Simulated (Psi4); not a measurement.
# GeH3 (SMILES [GeH3]), step by step

We compute a geometry optimisation (UB3LYP/def2-SVP), then the harmonic vibrations, then the energy (UCCSD(T)/cc-pVDZ) of GeH3. 

The calculation is run with Psi4 1.11.

## 1. The molecule

The species is GeH3 (4 atoms), meant as a doublet with charge 0. SMILES: `[GeH3]`. All atoms were displaced at random from a relaxed shape. The run starts from this shape.

Bond lengths: Ge1–H2 1.591 Å, Ge1–H3 1.578 Å, Ge1–H4 1.566 Å. Angles: H2–Ge1–H3 111.5°, H2–Ge1–H4 110.6°, H3–Ge1–H4 112.3°.

## 2. A structure relaxation at UB3LYP/def2-SVP (density fitting) (run 1)

The input, job.py:

```python
import psi4

psi4.set_memory(1600000000)
psi4.set_num_threads(1)
psi4.core.set_output_file('run.log', False)

mol = psi4.geometry("""
0 2
Ge     0.31206748    -0.23071477    -0.54773712
H      1.96458951     0.23985538     1.91987670
H     -1.80240755    -2.27835019    -0.07326846
H     -0.79857180     2.31863348    -1.56191911
units bohr
symmetry c1
""")

psi4.set_options({
    'basis': 'def2-SVP',
    'reference': 'uks',
    'geom_maxiter': 60,
})

E, wfn = psi4.optimize("B3LYP", molecule=mol, return_wfn=True)
print(f'total energy {E:.8f} hartree = {E * 27.211386:.5f} eV')
print(mol.to_string(dtype='xyz', units='Angstrom'))
for k, v in sorted(psi4.core.scalar_variables().items()):
    print(f'{k:45s} {v:18.10f}')
```

Command:

```bash
python job.py
```

run.log:

```text
[...]
  Running in c1 symmetry.
[...]
  Nuclear repulsion =   32.794772729991166
[...]
  Multiplicity = 2
[...]
  Nalpha       = 18
  Nbeta        = 17
[...]
    Number of basis functions: 47
[...]
   @DF-UKS iter   1: -2077.15031478172978   -2.04348e+00   5.03533e-02 ADIIS/DIIS
[...]
   @DF-UKS iter   6: -2078.53332804413776   -2.27374e-12   4.80046e-09 DIIS
[...]
   @S^2 Observed:                7.510200261E-01
[...]
  @DF-UKS Final Energy: -2078.53332804413776
   => Energetics <=
    Nuclear Repulsion Energy =             33.4440088772451034
    One-Electron Energy =               -2962.2097761774298306
    Two-Electron Energy =                 914.7002725655122504
    DFT Exchange-Correlation Energy =     -64.4678333094654761
    Empirical Dispersion Energy =           0.0000000000000000
    VV10 Nonlocal Energy =                  0.0000000000000000
    Total Energy =                      -2078.5333280441377610
[...]
  -Total Gradient:
     Atom            X                  Y                   Z
    ------   -----------------  -----------------  -----------------
       1       -0.000004373827     0.000001603145     0.000000866593
       2        0.000003960375    -0.000000302028     0.000003888077
       3        0.000000851630     0.000001894543    -0.000001245532
       4        0.000001323813    -0.000000975513    -0.000001806095
[...]
    Final optimized geometry and variables:
    Molecular point group: c1
    Full point group: C1
    Geometry (in Bohr), charge = 0, multiplicity = 2:
    GE           0.022049939561    -0.013023704417    -0.025340006126
    H            1.586444277923     0.446792981941     2.403038533780
    H           -2.082020184092    -1.985762159838     0.461281773413
    H           -1.121726154960     2.494221864164    -1.005700966172
[...]
```

Standard output:

```text
Some dependencies such as QCElemental have not yet finished migration to pydantic v2. If issues are encountered please downgrade pydantic or upgrade QCElemental as appropriate
	Previous geometry is closer to target in internal coordinates, so using that one.

	Best geometry has RMS(Delta(q)) = 1.51e-04

	Previous geometry is closer to target in internal coordinates, so using that one.

	Best geometry has RMS(Delta(q)) = 3.05e-07

	Energy has increased in a minimization.
	Energy ratio indicates iffy step.
	Intrafrag trust radius decreased to   0.25.
Optimizer: Optimization complete!
total energy -2078.53332804 hartree = -56559.77270 eV
4
0 2 GeH3
Ge                    0.011668325512    -0.006891847576    -0.013409353760
H                     0.839510157875     0.236432663931     1.271633228438
H                    -1.101757633577    -1.050820080797     0.244099802188
H                    -0.593591917817     1.319885368871    -0.532194032047

CURRENT ENERGY                                  -2078.5333280441
CURRENT REFERENCE ENERGY                        -2078.5333280441
DD SOLVATION ENERGY                                 0.0000000000
DFT FUNCTIONAL TOTAL ENERGY                     -2078.5333280441
DFT TOTAL ENERGY                                -2078.5333280441
DFT VV10 ENERGY                                     0.0000000000
DFT XC ENERGY                                     -64.4678333095
GRID ELECTRONS ALPHA                               17.9999981814
GRID ELECTRONS BETA                                16.9999987827
GRID ELECTRONS TOTAL                               34.9999969641
NUCLEAR REPULSION ENERGY                           33.4440088772
ONE-ELECTRON ENERGY                             -2962.2097761774
OPTIMIZATION ITERATIONS                             5.0000000000
PCM POLARIZATION ENERGY                             0.0000000000
PE ENERGY                                           0.0000000000
SCF ITERATION ENERGY                            -2078.5333280441
SCF ITERATIONS                                      6.0000000000
SCF TOTAL ENERGY                                -2078.5333280441
TWO-ELECTRON ENERGY                               914.7002725655
XC GRID RADIAL POINTS                              75.0000000000
XC GRID SPHERICAL POINTS                          302.0000000000
XC GRID TOTAL POINTS                            87213.0000000000
```

Run time: 14 s. Hardware: 1 thread of AMD EPYC 9R14 (Zen 4), shared host; peak memory 0.35 GiB.

The path in brief:

```csv
step,energy from the first frame kept (eV),largest force (eV/Å)
0,0.0000,0.6422
1,-0.0267,0.0782
2,-0.0272,0.0250
3,-0.0272,0.0057
4,-0.0272,0.0003
```

After the run. Bond lengths: Ge1–H2 1.548 Å, Ge1–H3 1.548 Å, Ge1–H4 1.548 Å. Angles: H2–Ge1–H3 110.6°, H2–Ge1–H4 110.6°, H3–Ge1–H4 110.6°.

## 3. The harmonic vibrations at UB3LYP/def2-SVP (density fitting) (run 2)

The input, calc.in:

```
memory 1600 MB

molecule {
  0 2
  Ge     0.165907    -0.122242    -0.289897
  H      0.993749     0.121083     0.995146
  H     -0.947519    -1.166170    -0.032388
  H     -0.439353     1.204535    -0.808681
  symmetry c1
}

set basis def2-SVP
set reference uks
set t 298.15
set rotational_symmetry_number 3

result, w = freq("b3lyp", return_wfn=True)
```

Command:

```bash
psi4 -n 1 calc.in calc.out
```

calc.out:

```text
[...]
  Running in c1 symmetry.
[...]
  Nuclear repulsion =   33.444009978004338
[...]
  Multiplicity = 2
[...]
  Nalpha       = 18
  Nbeta        = 17
[...]
    Number of basis functions: 47
[...]
   @DF-UKS iter   1: -2077.16460668201125   -2.01473e+00   5.03016e-02 DIIS/ADIIS
[...]
   @DF-UKS iter  11: -2078.53332844501529   -9.09495e-13   6.17143e-09 DIIS
[...]
   @S^2 Observed:                7.510197658E-01
[...]
  @DF-UKS Final Energy: -2078.53332844501529
   => Energetics <=
    Nuclear Repulsion Energy =             33.4372517683371910
    One-Electron Energy =               -2962.1960006413555675
    Two-Electron Energy =                 914.6930999538608376
    DFT Exchange-Correlation Energy =     -64.4676795258580171
    Empirical Dispersion Energy =           0.0000000000000000
    VV10 Nonlocal Energy =                  0.0000000000000000
    Total Energy =                      -2078.5333284450152860
[...]
  -Total Gradient:
     Atom            X                  Y                   Z
    ------   -----------------  -----------------  -----------------
       1        0.000122175467    -0.000029119409     0.000034471595
       2       -0.000007046465    -0.000057373254     0.000014836488
       3       -0.000039977574    -0.000076866685     0.000047988341
       4       -0.000075894524     0.000163275071    -0.000100855556
[...]
  ==> Harmonic Vibrational Analysis <==
[...]
  Freq [cm^-1]                 712.5115            855.1798            856.9631
[...]
  IR activ [km/mol]            54.4637             52.5082             52.5137
[...]
  Freq [cm^-1]                2064.1973           2109.9432           2110.3758
[...]
  IR activ [km/mol]             9.4978             154.4586            154.4240
[...]
  Total E_0, Enthalpy at 0 [K]                                                        -2078.51348715 [Eh]
[...]
```

It took 62 s on 1 thread of AMD EPYC 9R14 (Zen 4), shared host; peak memory 0.38 GiB.

## 4. The energy at UCCSD(T)/cc-pVDZ (run 3)

The input, geh3.dat:

```
memory 1600 MB

molecule m {
  0 2
  Ge     0.165907    -0.122242    -0.289897
  H      0.993749     0.121083     0.995146
  H     -0.947519    -1.166170    -0.032388
  H     -0.439353     1.204535    -0.808681
}

set globals {
  reference   uhf
  scf_type    pk
  freeze_core true
}

energy("ccsd(t)/cc-pVDZ")
```

Command:

```bash
psi4 -n 1 geh3.dat geh3.out
```

geh3.out:

```text
[...]
  Running in c1 symmetry.
[...]
  Nuclear repulsion =   33.444009978004338
[...]
  Multiplicity = 2
[...]
  Nalpha       = 18
  Nbeta        = 17
[...]
    Number of basis functions: 42
[...]
   @UHF iter   1: -2076.46482871042144   -3.86291e+00   2.41288e-02 DIIS/ADIIS
[...]
   @UHF iter  12: -2077.03428320977901   -2.27374e-12   3.54155e-09 DIIS
[...]
   @S^2 Observed:                7.538846887E-01
[...]
  @UHF Final Energy: -2077.03428320977901
   => Energetics <=
    Nuclear Repulsion Energy =             33.4440099780043383
    One-Electron Energy =               -2962.5597204829546172
    Two-Electron Energy =                 852.0814272951710109
    Total Energy =                      -2077.0342832097790051
  UHF NO Occupations:
  HONO-2 :   16  A 1.9998206
  HONO-1 :   17  A 1.9984414
[...]
 Multipole Moments:
 ------------------------------------------------------------------------------------
     Multipole            Electronic (a.u.)      Nuclear  (a.u.)        Total (a.u.)
 ------------------------------------------------------------------------------------
 L = 1.  Multiply by 2.5417464519 to convert [e a0] to [Debye]
 Dipole X            :          0.9637518           -0.9117036            0.0520482
 Dipole Y            :         -0.5692279            0.5384947           -0.0307333
 Dipole Z            :         -1.1075440            1.0477401           -0.0598039
 Magnitude           :                                                    0.0850297
[...]
      * MP2 total energy                      = -2077.144293853183626
[...]
      * CCSD total energy                     = -2077.169586703997538
[...]
      * CCSD(T) total energy                     = -2077.172756803877292
[...]
```

Wall time 8.1 s (1 thread of AMD EPYC 9R14 (Zen 4), shared host); peak memory 0.38 GiB.

## 5. Outcome

| quantity | value |
| --- | --- |
| run 1, UB3LYP/def2-SVP: total energy at the end | -2078.53333 Eh |
| run 1, UB3LYP/def2-SVP: dipole moment | 0.04 D |
| run 1, UB3LYP/def2-SVP: HOMO energy (highest over α and β) | -6.01 eV |
| run 1, UB3LYP/def2-SVP: LUMO energy (lowest over α and β) | -3.17 eV |
| run 1, UB3LYP/def2-SVP: ⟨S²⟩ | 0.751 |
| run 2, UB3LYP/def2-SVP: lowest harmonic wavenumber | 713 cm⁻¹ |
| run 2, UB3LYP/def2-SVP: highest harmonic wavenumber | 2110 cm⁻¹ |
| run 2, UB3LYP/def2-SVP: zero-point energy | 52.1 kJ/mol |
| run 2, UB3LYP/def2-SVP: ideal-gas entropy at 298.15 K (symmetry number 3 as used) | 54.9 cal/(mol K) |
| run 3, UCCSD(T)/cc-pVDZ: total energy | -2077.17276 Eh |
| run 3, UCCSD(T)/cc-pVDZ: HOMO energy (Hartree–Fock orbitals) (highest over α and β) | -9.00 eV |
| run 3, UCCSD(T)/cc-pVDZ: LUMO energy (Hartree–Fock orbitals) (lowest over α and β) | 1.02 eV |
| run 3, UCCSD(T)/cc-pVDZ: correlation energy (9 core orbitals frozen) | -138.5 mEh |
| run 3, UCCSD(T)/cc-pVDZ: (T) correction | -3.17 mEh |
| run 3, UCCSD(T)/cc-pVDZ: ⟨S²⟩ of the reference determinant | 0.754 |
| run 3, UCCSD(T)/cc-pVDZ: T1 diagnostic | 0.011 |

**Reading.** The optimisation (run 1, UB3LYP/def2-SVP) took 5 steps and changed the energy by -0.027 eV. All 6 modes (run 2, UB3LYP/def2-SVP) are real, so the shape is a minimum at this level. The triples (run 3, UCCSD(T)/cc-pVDZ) make up 2.3 % of the correlation energy.
